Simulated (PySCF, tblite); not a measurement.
**GeH₄O₃, a small molecule taken as a stand-in for a surface group (oxygen-backed Ge): NMR shifts, core binding energies and electronic excitations**

What NMR shifts, core binding energies and electronic excitations should one expect for `[OH][GeH]([OH])[OH]`?

Computed with tblite 0.8.0 and PySCF 2.14.0; each step states its level. No surroundings beyond the atoms listed, unless a continuum is named. Atoms count from 0, parts from 1.

## Step 1: The system as given

8 atoms, charge 0, multiplicity 1; geometry: distance geometry start.

## Step 2: Relaxing the cluster with GFN2-xTB

What the job is given:

```
{"job": {"kind": "relax", "xc": "GFN2-xTB", "basis": "xTB"}, "charge": 0, "multiplicity": 1}
O     -1.637985     0.984782    -0.328172
Ge     0.014747     0.451451    -0.996677
O      0.110870     0.896805    -2.781159
O      1.388704     1.288049    -0.059747
H     -2.253393     0.388297     0.165065
H      0.154541    -1.068499    -0.839899
H      0.605326     1.651466    -3.137298
H      2.010598     1.905495    -0.421714
```

Level: GFN2-xTB geometry optimisation, gas phase.

Run with:

```sh
> OMP_NUM_THREADS=1 python cluster_run.py task.json out
```

One launch serves the whole session: the jobs run in the order shown.

Standard output:

```text
step      E/eV     max force
  0    -441.21947    1.734
  1    -441.32548    1.087
  2    -441.50945    1.693
  3    -441.59811    1.084
  4    -441.63568    0.732
  5    -441.65962    0.553
  6    -441.67063    0.446
  7    -441.69578    0.521
  8    -441.70599    0.323
  9    -441.71053    0.144
 10    -441.71162    0.086
 11    -441.71275    0.148
 12    -441.71547    0.252
 13    -441.72019    0.332
 14    -441.72591    0.337
 15    -441.73071    0.257
 16    -441.73404    0.170
 17    -441.73674    0.255
 18    -441.74256    0.451
 19    -441.74874    0.536
 20    -441.75762    0.448
 21    -441.76471    0.225
 22    -441.76996    0.244
 23    -441.77269    0.380
 24    -441.77938    0.372
 25    -441.79751    0.312
 26    -441.80241    0.526
 27    -441.80843    0.385
 28    -441.81375    0.262
 29    -441.82683    0.368
 30    -441.83718    0.395
 31    -441.84510    0.254
 32    -441.84883    0.264
 33    -441.85431    0.282
 34    -441.86341    0.333
 35    -441.88293    0.488
 36    -441.89044    0.350
 37    -441.89991    0.356
 38    -441.90133    0.269
 39    -441.90470    0.147
 40    -441.90625    0.196
 41    -441.90958    0.300
 42    -441.91370    0.245
 43    -441.91760    0.248
 44    -441.91936    0.090
 45    -441.91997    0.091
 46    -441.92033    0.079
 47    -441.92082    0.081
 48    -441.92174    0.109
 49    -441.92344    0.125
 50    -441.92519    0.107
 51    -441.92619    0.045
 52    -441.92645    0.050
 53    -441.92658    0.060
 54    -441.92681    0.069
 55    -441.92720    0.099
 56    -441.92796    0.078
 57    -441.92791    0.424
 58    -441.93072    0.136
 59    -441.93177    0.076
 60    -441.93168    0.380
 61    -441.93311    0.076
 62    -441.93355    0.078
 63    -441.93400    0.176
 64    -441.93435    0.121
 65    -441.93503    0.063
 66    -441.93546    0.073
 67    -441.93617    0.083
 68    -441.93536    0.316
 69    -441.93695    0.174
 70    -441.93742    0.083
 71    -441.93754    0.148
 72    -441.93791    0.071
 73    -441.93857    0.081
 74    -441.94038    0.146
 75    -441.93752    0.660
 76    -441.94242    0.141
 77    -441.94338    0.080
 78    -441.92659    1.221
 79    -441.94419    0.061
 80    -441.94471    0.051
 81    -441.94501    0.301
 82    -441.94579    0.076
 83    -441.94598    0.069
 84    -441.94624    0.062
 85    -441.94633    0.035
 86    -441.94641    0.032
 87    -441.94643    0.031
 88    -441.94646    0.017
 89    -441.94648    0.016
 90    -441.94650    0.018
 91    -441.94653    0.033
 92    -441.94658    0.038
 93    -441.94663    0.026
 94    -441.94665    0.010
 95    -441.94667    0.008
```

Run time: 1.5 s. Hardware: 1 thread of Arm Neoverse N1, shared host.

The steps of the relaxation:

```
step  energy from step 0 (eV)  largest force (eV/Å)
   0                   0.0000                1.7346
   4                  -0.4162                0.7322
   8                  -0.4865                0.3232
  12                  -0.4960                0.2520
  16                  -0.5146                0.1698
  20                  -0.5381                0.4481
  24                  -0.5599                0.3720
  28                  -0.5943                0.2616
  32                  -0.6294                0.2650
  36                  -0.6710                0.3502
  40                  -0.6868                0.1967
  44                  -0.6999                0.0896
  48                  -0.7023                0.1092
  52                  -0.7070                0.0498
  56                  -0.7085                0.0777
  60                  -0.7122                0.3800
  64                  -0.7149                0.1217
  68                  -0.7159                0.3155
  72                  -0.7184                0.0703
  76                  -0.7230                0.1411
  80                  -0.7252                0.0508
  84                  -0.7268                0.0621
  88                  -0.7270                0.0168
  92                  -0.7271                0.0383
  95                  -0.7272                0.0079
```

Close pairs (by a distance rule), those that changed most:

```
  bond  before (Å)  after (Å)  change (Å)
Ge1–O3       1.862      1.731      -0.131
O0–Ge1       1.861      1.731      -0.130
Ge1–O2       1.842      1.731      -0.111
Ge1–H5       1.534      1.495      -0.039
 O0–H4       0.989      0.954      -0.035
 O2–H6       0.970      0.954      -0.016
 O3–H7       0.948      0.954      +0.006
```

## Step 3: Relaxing the molecule at PBE0-D3(BJ)/def2-SVP

What the job is given:

```
{"job": {"xc": "PBE0", "basis": "def2-SVP", "d3": "d3bj", "grid": 2, "kind": "geom", "shake": 0.01}, "charge": 0, "multiplicity": 1}
O     -1.583166     0.022695     0.332354
Ge     0.041030    -0.350154    -0.017045
O      0.446659     0.395467    -1.529298
O      1.062048     0.366500     1.217272
H     -1.818154     0.162793     1.240198
H      0.238914    -1.821739    -0.074116
H     -0.244500     0.517880    -2.133728
H      1.903245     0.678005     0.936464
```

Standard output:

```text
step   0  E = -2304.20570261  max force = 0.036788
step   1  E = -2304.21108907  max force = 0.015742
step   2  E = -2304.21212420  max force = 0.004463
step   3  E = -2304.21242812  max force = 0.002172
step   4  E = -2304.21296699  max force = 0.010183
step   5  E = -2304.21351376  max force = 0.015065
step   6  E = -2304.21388059  max force = 0.008784
step   7  E = -2304.21409151  max force = 0.000466
step   8  E = -2304.21410057  max force = 0.000301
optimisation converged
```

Wall time 64 s (1 thread of Arm Neoverse N1, shared host); peak memory 0.49 GiB.

Relaxation path:

```
step  energy from step 0 (eV)  largest force component (eV/Å)
   0                   0.0000                          1.8917
   1                  -0.1466                          0.8095
   2                  -0.1747                          0.2295
   3                  -0.1830                          0.1117
   4                  -0.1977                          0.5236
   5                  -0.2126                          0.7747
   6                  -0.2225                          0.4517
   7                  -0.2283                          0.0240
   8                  -0.2285                          0.0155
```

Close pairs (by a distance rule), those that changed most:

```
  bond  before (Å)  after (Å)  change (Å)
O0–Ge1       1.703      1.768      +0.066
Ge1–H5       1.486      1.525      +0.039
 O2–H6       0.926      0.964      +0.038
Ge1–O2       1.734      1.769      +0.035
 O3–H7       0.940      0.964      +0.024
 O0–H4       0.948      0.964      +0.016
Ge1–O3       1.755      1.768      +0.013
```

The end geometry stands in the next job.

```
                         at the end point                value
  point group (found at 0.08 Å tolerance)                   C3
rotational constants (GHz, main isotopes)  5.700, 5.668, 3.558
                        dipole moment (D)                 1.44
```

## Step 4: Shielding tensors: PBE0/pcSseg-2

What the job is given:

```
{"job": {"kind": "nmr", "xc": "PBE0", "basis": "pcSseg-2"}, "charge": 0, "multiplicity": 1}
O     -1.675886    -0.106609     0.318003
Ge     0.011919    -0.471521    -0.063694
O      0.405245     0.305940    -1.603474
O      1.026221     0.267627     1.181620
H     -1.742913     0.497236     1.066625
H      0.233397    -1.978364    -0.134258
H     -0.347409     0.802108    -1.945414
H      1.565629     0.976509     0.812212
```

Method: GIAO PBE0/pcSseg-2 NMR shielding, non-relativistic, gas phase.

Standard output:

```text
coarse grid: 32848 points
cycle   1  E = -2304.4995224790  dE = -2.213e-01  |g| = 1.603e+00  |ddm| = 2.029e+00
cycle   2  E = -2303.9911534439  dE =  5.084e-01  |g| = 2.384e+00  |ddm| = 1.561e+00
cycle   3  E = -2304.8027200856  dE = -8.116e-01  |g| = 1.529e-01  |ddm| = 1.089e+00
cycle   4  E = -2304.8066109580  dE = -3.891e-03  |g| = 6.495e-02  |ddm| = 9.275e-02
cycle   5  E = -2304.8069985678  dE = -3.876e-04  |g| = 1.070e-02  |ddm| = 2.172e-02
cycle   6  E = -2304.8070107042  dE = -1.214e-05  |g| = 1.695e-03  |ddm| = 5.710e-03
cycle   7  E = -2304.8070111455  dE = -4.413e-07  |g| = 8.433e-04  |ddm| = 1.573e-03
final grid: 68152 points
cycle   8  E = -2304.8070305747  dE =  1.654e-07  |g| = 1.438e-03  |ddm| = 1.358e-03
cycle   9  E = -2304.8070298123  dE =  7.624e-07  |g| = 2.540e-03  |ddm| = 1.699e-03
cycle  10  E = -2304.8070309350  dE = -1.123e-06  |g| = 4.485e-05  |ddm| = 1.084e-03
cycle  11  E = -2304.8070309354  dE = -3.683e-10  |g| = 1.919e-05  |ddm| = 3.638e-05
converged SCF energy = -2304.8070309354

GIAO shielding tensors (ppm)
atom      isotropic    diamagn.    paramagn.     s11        s22        s33       span
  0 O      270.407     384.398    -113.991    233.604    260.343    317.275     83.671
  1 Ge    1327.722    2755.818   -1428.097   1323.782   1325.377   1334.007     10.225
  2 O      270.135     384.551    -114.416    232.887    260.448    317.071     84.184
  3 O      270.843     384.612    -113.769    234.074    261.250    317.204     83.130
  4 H       30.059      31.342      -1.283     21.834     25.122     43.222     21.388
  5 H       25.478      27.731      -2.253     19.423     19.458     37.552     18.129
  6 H       30.075      31.267      -1.192     21.818     25.146     43.262     21.444
  7 H       30.066      31.350      -1.284     21.787     25.175     43.236     21.449
```

Run time: 39 s. Hardware: 1 thread of Arm Neoverse N1, shared host; peak memory 0.89 GiB.

The references, computed at this level on geometries of the same kind, shield at (ppm): ¹H TMS 31.25, ¹⁷O H2O 328.2, ⁷³Ge GeMe4 1337. Their shielding less the atom's gives the shift. The references are single molecules in the gas phase, so shifts against H2O, NH3, PH3, H3PO4 or CFCl3 are not on the usual liquid scales and can be off by tens of ppm. Atoms listed in one row are averaged.

```
     atoms                            environment  σ (ppm)  δ (ppm)
        H5  hydrogen on a germanium bonded to 3 O    25.48     5.77
H4, H6, H7     hydrogen on an oxygen bonded to Ge    30.07     1.18
O0, O2, O3                 oxygen bonded to Ge, H    270.5     57.7
       Ge1             germanium bonded to 3 O, H     1328       10
```

The run also stored atomic charges by several schemes (e):

```
     atoms  Mulliken    IAO  Hirshfeld  ESP fit
O0, O2, O3     -0.52  -0.79      -0.34    -0.72
       Ge1      0.99   1.37       0.58     1.00
```

Mayer bond orders: O0–Ge1 1.00, Ge1–O2 1.00, Ge1–O3 1.00.

## Step 5: Core holes by ΔSCF: SCAN, X2C

Settings changed since step 4:

```diff
@@ -1,2 +1,2 @@
-{"job": {"kind": "nmr", "xc": "PBE0", "basis": "pcSseg-2"}, "charge": 0, "multiplicity": 1}
+{"job": {"kind": "xps", "holes": 5}, "charge": 0, "multiplicity": 1}
 O     -1.675886    -0.106609     0.318003
```

With the program's defaults for keys left out, this is: delta-SCF UKS SCAN, pcX-2 on the ionised atom, pcseg-1 elsewhere, spin-free X2C.

Standard output:

```text
ground state, core basis on atom 0 (O), 120 functions
  cycle   1  E = -2321.90372911  |g| = 1.21e+00
  cycle   2  E = -2321.18583756  |g| = 2.25e+00
  cycle   3  E = -2322.16477939  |g| = 1.49e-01
  cycle   4  E = -2322.16653509  |g| = 1.29e-01
  cycle   5  E = -2322.16944477  |g| = 2.54e-02
  cycle   6  E = -2322.16958542  |g| = 3.32e-03
  cycle   7  E = -2322.16958719  |g| = 7.54e-04
  cycle   8  E = -2322.16958779  |g| = 1.51e-04
  E(ground) = -2322.30688049 Eh
hole in O 1s of atom 0
  cycle   1  E = -2301.56194522  |g| = 2.22e+00
  cycle   2  E = -2300.94680332  |g| = 2.28e+00
  cycle   3  E = -2302.22766806  |g| = 6.41e-01
  cycle   4  E = -2302.26273221  |g| = 5.46e-01
  cycle   5  E = -2302.37753754  |g| = 8.35e-02
  cycle   6  E = -2302.37823501  |g| = 7.35e-02
  cycle   7  E = -2302.38035441  |g| = 7.31e-03
  cycle   8  E = -2302.38037693  |g| = 1.68e-03
  cycle   9  E = -2302.38037809  |g| = 4.98e-04
  E(ion) = -2302.51910460 Eh   <S^2> = 0.7624   hole on atom = 1.000   binding energy = 538.453 eV
```

Wall time 9 s (1 thread of Arm Neoverse N1, shared host); peak memory 0.44 GiB.

Binding energies by hole, beside the orbital energy of the ground state; the difference holds orbital relaxation and, for a density functional, its self-interaction error:

```
     hole  stands for             environment  ΔSCF (eV)  −ε (eV)   ⟨S²⟩
O1s on O0  O0, O2, O3  oxygen bonded to Ge, H     538.45    516.7  0.762
```

Each hole run stands for the others of its class of like atoms.

## Step 6: Excited states and response: CAM-B3LYP/def2-SVPD

Settings changed since step 5:

```diff
@@ -1,2 +1,2 @@
-{"job": {"kind": "xps", "holes": 5}, "charge": 0, "multiplicity": 1}
+{"job": {"kind": "uv", "xc": "CAM-B3LYP", "basis": "def2-SVPD", "nstates": 6, "ntriplets": 2, "ip": true}, "charge": 0, "multiplicity": 1}
 O     -1.675886    -0.106609     0.318003
```

With the program's defaults for keys left out, this is: TDDFT CAM-B3LYP/def2-SVPD, vertical, gas phase, core orbitals frozen in the response.

Standard output:

```text
coarse grid: 32848 points
cycle   1  E = -2304.5496134727  dE = -2.349e-01  |g| = 1.179e+00  |ddm| = 3.238e+00
cycle   2  E = -2304.3592245597  dE =  1.904e-01  |g| = 1.595e+00  |ddm| = 2.521e+00
cycle   3  E = -2304.7970221797  dE = -4.378e-01  |g| = 4.778e-02  |ddm| = 1.359e+00
cycle   4  E = -2304.7974437692  dE = -4.216e-04  |g| = 1.910e-02  |ddm| = 7.789e-02
cycle   5  E = -2304.7974899939  dE = -4.622e-05  |g| = 6.390e-03  |ddm| = 2.107e-02
cycle   6  E = -2304.7974949398  dE = -4.946e-06  |g| = 7.723e-04  |ddm| = 7.321e-03
final grid: 68152 points
cycle   7  E = -2304.7974848586  dE = -1.239e-07  |g| = 6.950e-04  |ddm| = 1.898e-03
cycle   8  E = -2304.7974848155  dE =  4.305e-08  |g| = 8.584e-04  |ddm| = 1.280e-03
cycle   9  E = -2304.7974849403  dE = -1.248e-07  |g| = 9.261e-05  |ddm| = 6.699e-04
cycle  10  E = -2304.7974849415  dE = -1.267e-09  |g| = 2.130e-05  |ddm| = 8.206e-05
cycle  11  E = -2304.7974849417  dE = -1.282e-10  |g| = 9.910e-06  |ddm| = 4.223e-05
converged SCF energy = -2304.7974849417

Static polarisability (au): isotropic 41.592, principal 41.039 41.837 41.901

Singlet excitations
state   eV       nm        f      main configurations
  1   7.6644    161.8   0.09945   H->L 0.85
  2   7.7909    159.1   0.04434   H-1->L 0.70, H->L+2 0.09
  3   7.8126    158.7   0.04585   H-2->L 0.69, H->L+1 0.10
  4   8.6332    143.6   0.12711   H->L+1 0.46, H-3->L 0.16, H-2->L 0.14
  5   8.6466    143.4   0.12548   H->L+2 0.45, H-4->L 0.16, H-1->L 0.13
  6   8.7790    141.2   0.00238   H-1->L+2 0.23, H-1->L+1 0.22, H-2->L+1 0.21

Triplet excitations (Tamm-Dancoff, eV): 7.0920 7.2920
Vertical ionisation energy (delta-SCF) = 11.5620 eV
```

Run time: 2.3 min. Hardware: 1 thread of Arm Neoverse N1, shared host; peak memory 0.67 GiB.

The orbitals next to the gap, with their largest atomic shares:

```
orbital      eV                       atoms
 HOMO−3  -12.10  O0 42 %, O3 30 %, Ge1 11 %
 HOMO−2  -10.86    O3 44 %, O0 37 %, O2 8 %
 HOMO−1  -10.84   O2 52 %, O0 22 %, O3 16 %
   HOMO  -10.50   O0 24 %, O3 24 %, O2 24 %
   LUMO    0.44  Ge1 37 %, O2 14 %, O0 14 %
 LUMO+1    1.40  O3 24 %, O2 17 %, Ge1 16 %
 LUMO+2    1.41  O0 23 %, O2 20 %, Ge1 16 %
```

With each of the 6 states as a Gaussian band of 0.4 eV half-width at 1/e, the curve within the window shown has maxima at 161 nm (ε 7,500), 144 nm (ε 10,000) L/(mol cm). Beyond the last state computed it falls off for lack of states. The curve at chosen wavelengths:

| nm | ε (L/mol/cm) |
| --- | --- |
| 137 | 3120 |
| 139 | 5733 |
| 140 | 7142 |
| 142 | 9477 |
| 143 | 10141 |
| 145 | 10155 |
| 146 | 9568 |
| 148 | 7744 |
| 149 | 6782 |
| 151 | 5344 |
| 152 | 5001 |
| 154 | 5099 |
| 155 | 5455 |
| 157 | 6432 |
| 158 | 6899 |
| 160 | 7472 |
| 161 | 7504 |
| 163 | 7022 |
| 164 | 6547 |
| 166 | 5301 |
| 167 | 4610 |
| 169 | 3269 |
| 170 | 2670 |
| 172 | 1680 |
| 173 | 1296 |
| 175 | 733 |

Ground-state properties from the same run:

```
           property  computed
  dipole moment (D)      1.04
polarisability (Å³)      6.16
 HOMO–LUMO gap (eV)     10.94
      −ε(HOMO) (eV)     10.50
```

## Step 7: What came out

| quantity | value |
| --- | --- |
| point group | C3 |
| rotational constants (main isotopes) | 5.70, 5.67, 3.56 GHz |
| ¹H shifts against TMS (PBE0/pcSseg-2, means over atoms taken as alike) | 5.77, 1.18 ppm |
| ¹⁷O shifts against H2O (PBE0/pcSseg-2, means over atoms taken as alike) | 57.7 ppm |
| ⁷³Ge shifts against GeMe4 (PBE0/pcSseg-2) | 10 ppm |
| O1s binding energies, SCAN/pcX-2 | O0 538.45 eV |
| lowest singlet (CAM-B3LYP/def2-SVPD) | 7.66 eV (162 nm), f = 0.099 |
| brightest single state of those computed | state 4, 8.63 eV, f = 0.127 |
| lowest triplet | 7.09 eV |
| vertical ionisation energy (ΔSCF) | 11.56 eV |

**Reading.** Relaxing lowered the energy by 0.229 eV in 8 steps; the close pair that moved most is O0–Ge1, from 1.703 to 1.768 Å (PBE0/def2-SVP). No frequency check was run at this level, so the end point may be a saddle. At PBE0/pcSseg-2: Shielding is most anisotropic at O0, O2, O3 (span 84 ppm, paramagnetic term -114 ppm). The first singlet state (HOMO→LUMO 0.85) lies at 7.66 eV and is bright; of the 6 states computed, the strongest absorption comes from states 4 to 5 together at 8.63 eV. The lowest triplet lies 0.57 eV below the lowest singlet (triplets in Tamm-Dancoff, singlets in full TDDFT). The orbital energy would give 10.50 eV for ionisation, ΔSCF gives 11.56 eV. Spin-orbit coupling is left out, which matters for shieldings and couplings at and beside the heavy atoms.
